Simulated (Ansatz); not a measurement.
# H8NOPSi: the cost of one run

All numbers below are computed with Ansatz 0.2.0 (RKS PBE0-D4/def2-SVP).

## Step 1: Starting point

Bond lengths: Si1–N2 2.122 Å, Si1–H3 1.471 Å, Si1–H4 1.457 Å, Si1–O5 1.614 Å, Si1–P7 2.555 Å, N2–H8 1.011 Å, N2–H9 1.011 Å, O5–H10 0.956 Å, P7–H11 1.382 Å, P7–H12 1.382 Å. Angles (14 of 17 angles, heavy atoms first): N2–Si1–O5 113.0°, N2–Si1–P7 77.4°, O5–Si1–P7 89.5°, Si1–N2–H8 114.6°, Si1–N2–H9 115.9°, N2–Si1–H3 90.4°, N2–Si1–H4 116.7°, H3–Si1–O5 95.3°, H3–Si1–P7 167.8°, H4–Si1–O5 124.9°, H4–Si1–P7 79.7°, Si1–O5–H10 120.2°, Si1–P7–H11 114.6°, Si1–P7–H12 128.7°.

Structure file:

```xyz
12

Si   -0.7489    0.4676    0.7489
N    -0.1491   -1.4827    0.1649
H    -1.4889   -0.0915    1.8903
H    -1.7349    1.1295   -0.0960
O     0.3576    1.2260    1.6460
H     0.4943   -0.8109   -0.8014
P     0.6623    0.9197   -1.3325
H    -0.9010   -2.0746   -0.1598
H     0.4183   -1.9885    0.8320
H     1.0181    1.7780    1.2304
H     0.1253    0.4314   -2.5084
H     1.9469    0.4961   -1.6144
```

## Step 2: Pulling towards end A

Springs on the bonds that form and break draw the guess towards this end; the thresholds are loose.

File input.yaml:

```yaml
crystal:
  periodic: [false, false, false]
  atoms:
    - { symbol: Si, position_ang: [-0.7489, 0.4676, 0.7489] }
    - { symbol: "N", position_ang: [-0.1491, -1.4827, 0.1649] }
    - { symbol: H, position_ang: [-1.4889, -0.0915, 1.8903] }
    - { symbol: H, position_ang: [-1.7349, 1.1295, -0.096] }
    - { symbol: O, position_ang: [0.3576, 1.226, 1.646] }
    - { symbol: H, position_ang: [0.4943, -0.8109, -0.8014] }
    - { symbol: P, position_ang: [0.6623, 0.9197, -1.3325] }
    - { symbol: H, position_ang: [-0.901, -2.0746, -0.1598] }
    - { symbol: H, position_ang: [0.4183, -1.9885, 0.832] }
    - { symbol: H, position_ang: [1.0181, 1.778, 1.2304] }
    - { symbol: H, position_ang: [0.1253, 0.4314, -2.5084] }
    - { symbol: H, position_ang: [1.9469, 0.4961, -1.6144] }
basis:
  gaussian: { orbitals: def2-SVP }
hamiltonian:
  xc: pbe0
  dispersion: d4
relax:
  f_tol: 0.15
  max_steps: 25
  restrain:
    - { distance: [0, 6], at: 3.48, k: 30.0 }
    - { distance: [5, 1], at: 2.32, k: 30.0 }
    - { distance: [0, 1], at: 1.82, k: 30.0 }
    - { distance: [5, 6], at: 1.38, k: 30.0 }
```

On the command line:

```console
> ansatz run input.yaml --threads 2 --pin off --max-ram 3072MiB --backend cpu --events-out ev --progress --plain --runs-dir out
```

What time and memory should one allow on 2 threads of Intel Xeon 6975P-C (Granite Rapids), shared host?

About 35 s, with a peak of 0.25 GiB.
